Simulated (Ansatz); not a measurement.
# ZnPt3: a line through an energy map

An exercise on one series of results from a longer session: the logs are not shown, and one member is left open.

Computed with Ansatz 0.2.0 (DFT PBEsol, scalar-relativistic, plane waves, PAW, unless a step's input says otherwise).

16 further runs of the same task are left out: 16 set aside as unsound or not needed.

**The system as given**

The structure is cubic, space group Pm-3m (No. 221). Conventional cell: a = 3.875 Å, b = 3.875 Å, c = 3.875 Å, α = 90.00°, β = 90.00°, γ = 90.00°. Zn (site symmetry m-3m) is surrounded by 12 Pt at 2.74 Å. Pt (site symmetry 4/mmm) has 4 Zn at 2.74 Å and 8 Pt at 2.74 Å as nearest neighbours.

Coordinates:

```cif
data_structure
_symmetry_space_group_name_H-M 'Pm-3m'
_symmetry_Int_Tables_number 221
_cell_length_a 3.8746
_cell_length_b 3.8746
_cell_length_c 3.8746
_cell_angle_alpha 90.000
_cell_angle_beta 90.000
_cell_angle_gamma 90.000
_cell_volume 58.17
loop_
_atom_site_label
_atom_site_type_symbol
_atom_site_symmetry_multiplicity
_atom_site_Wyckoff_symbol
_atom_site_fract_x
_atom_site_fract_y
_atom_site_fract_z
_atom_site_occupancy
Zn1 Zn 1 a 0.00000 0.00000 0.00000 1
Pt1 Pt 3 c 0.00000 0.50000 0.50000 1
```

This cell was relaxed beforehand with the same method: volume 14.54 Å³/atom, gap on the mesh none (metal).

**Plan of the line**

The energy is mapped over volume and the cell's shape.

- volume per atom: 7 values from 13.379 to 15.705 Å³
- c/a of the conventional cell: 7 values from 0.923 to 1.083

Nothing else is relaxed (symmetry fixes all fractional coordinates). Energies count from the relaxed crystal. Points are written as (first, second).

The first run:

File input.yaml:

```yaml
crystal:
  lattice:
    - [3.8045190927, 0.0, 0.0]
    - [0.0, 3.8045190927, 0.0]
    - [0.0, 0.0, 3.8045190927]
  atoms:
    - { symbol: Zn, position: [0.0, 0.0, 0.0] }
    - { symbol: Pt, position: [0.0, 0.5, 0.5] }
    - { symbol: Pt, position: [0.5, 0.0, 0.5] }
    - { symbol: Pt, position: [0.5, 0.5, 0.0] }
basis:
  ecutwfc: 520.0
kpoints:
  mp_grid: { grid: [12, 12, 12] }
hamiltonian:
  xc: pbesol
scf:
  occupations: { method: gaussian, width: 0.15 }
output:
  forces: true
  stress: true
  eigenvalues: true
```

On the command line:

```sh
ansatz run input.yaml --threads 2 --pin off --max-ram 4096MiB --backend cpu --events-out ev --progress --plain --runs-dir out
```

Among the steps run: Grid point (13.767 Å³, 1.000); Grid point (14.154 Å³, 1.000); Grid point (14.930 Å³, 1.000); The run at (15.318 Å³, 1.000); Point (15.705 Å³, 1.000).

One of the session's tables, all rows but one given; the rest of the session is left out.

| volume per atom (Å³) | energy (meV/atom) | slope (meV/atom per Å³) | pressure (GPa) |
| --- | --- | --- | --- |
| 13.379 | 85 | −160 | 25.6 |
| 13.767 | 36 | −97 | 15.6 |
| 14.154 | 9 | −45 | 7.2 |
| 14.542 | 0 | 0 | 0.1 |
| 14.930 | ? | ? | ? |
| 15.318 | 28 | 69 | −11.1 |
| 15.705 | 60 | 96 | −15.3 |

Q: Estimate the row for volume per atom (Å³) = 14.930 from the others.

Worked estimate for «energy (meV/atom)». A straight line through the neighbours (14.542, 0) and (15.318, 28) gives 0 + (28 − 0) × (14.930 − 14.542) / (15.318 − 14.542) = 14; a parabola fitted to 4 rows on both sides gives 7.

As computed: energy (meV/atom): 7; slope (meV/atom per Å³): 37; pressure (GPa): −6.0. In «energy (meV/atom)» the line misses by +7 and the parabola by +0.

Energies count from the relaxed crystal. Rows without a step come from runs not printed here or follow by symmetry. Slopes come from the forces (and the stress, where the cell changes), not from differences of energies.

**Reading.** Along the line the energy is lowest at 14.542 Å³, 0 meV/atom from the zero. A fit to energies and slopes at the lowest point and its two neighbours puts the minimum at 14.5459 Å³, with a curvature of about 110 meV/atom per (Å³)². V·d²E/dV² there is about 250 GPa, a bulk modulus under this line's constraint. The well is lopsided: two grid steps out, the energy rises by 36 meV/atom towards smaller values and 28 meV/atom towards larger ones. The highest point computed, at 13.379 Å³, lies 85 meV/atom above the lowest. This is one cut through a surface in two coordinates; it holds the lowest point sampled, which need not be a minimum. The runs treat Pt without spin-orbit coupling.
